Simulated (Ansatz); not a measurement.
Set up this calculation in Ansatz 0.2.0, as the native input.

* Task: single point
* Functional: PBEsol
* Potentials or basis: all-electron LAPW, scalar-relativistic
* Cutoff: 248 eV (chosen from the basis error)
* Basis error allowed: 0.002 eV/atom
* k mesh: 6 × 6 × 6
* Occupations: gaussian, width 0.05 eV
* Spin: collinear spin, ferromagnetic start
* Starting moments: [3.0, 0.0, 0.0] μB
* Hubbard terms: Fe d U = 3 eV

The system is FeSe2.

```xyz
3
Lattice="1.8843 1.0879 5.6971 -1.8843 1.0879 5.6971 0.0000 -2.1758 5.6971" Properties=species:S:1:pos:R:3 pbc="T T T"
Fe    0.0000    0.0000    0.0000
Se    0.0000    0.0000    4.3070
Se    0.0000    0.0000   12.7842
```

The cell was built by a generator and needn't be a form met in nature.

One way to write it, as run:

input.yaml

```yaml
crystal:
  lattice:
    - [1.8843408, 1.08792467, 5.69707192]
    - [-1.8843408, 1.08792467, 5.69707192]
    - [0.0, -2.17584933, 5.69707192]
  atoms:
    - { symbol: Fe, position: [0.0, 0.0, 0.0], spin: 3.0 }
    - { symbol: Se, position: [0.252, 0.252, 0.252] }
    - { symbol: Se, position: [0.748, 0.748, 0.748] }
kpoints:
  mp_grid: { grid: [6, 6, 6] }
scf:
  occupations: { method: gaussian, width: 0.05 }
hamiltonian:
  xc: pbesol
  pseudopotentials: { kind: all_electron, lapw: { basis_error: 0.002 } }
  hubbard:
    sites: [{ species: Fe, l: d, u_eff: 3 }]
    double_counting: fll
    projectors: ortho-atomic
magnetization:
  spin_polarized: true
output:
  forces: true
  stress: true
  eigenvalues: true
```

Potentials or basis: all-electron LAPW, scalar-relativistic.

The run is started by

```bash
$ ansatz run input.yaml --threads 4 --pin off --max-ram 12288MiB --backend cpu --events-out ev --progress --plain --runs-dir out
```

It gave:

* Pressure: -5.1 GPa
* Largest force: 0.036 eV/Å
* Band gap on the k mesh: none (metal or under the smearing width)
* Net moment: 4.01 μB per cell
* Absolute moment: 4.02 μB per cell
* Site moments: Fe +3.65; Se +0.08 μB

Caveat: the k mesh is thin for a metal, which can move the energy by tens of meV per atom; the magnetic state may not be the lowest; U is the effective U less J, on atomic orbitals that reach past the spheres; a cell with one magnetic atom can't hold antiferromagnetic order, which such compounds often take.

It took 40 s on 4 threads of Intel(R) Xeon(R) Processor @ 2.50GHz (Skylake/Cascade Lake) (shared host), peak memory 0.6 GiB.
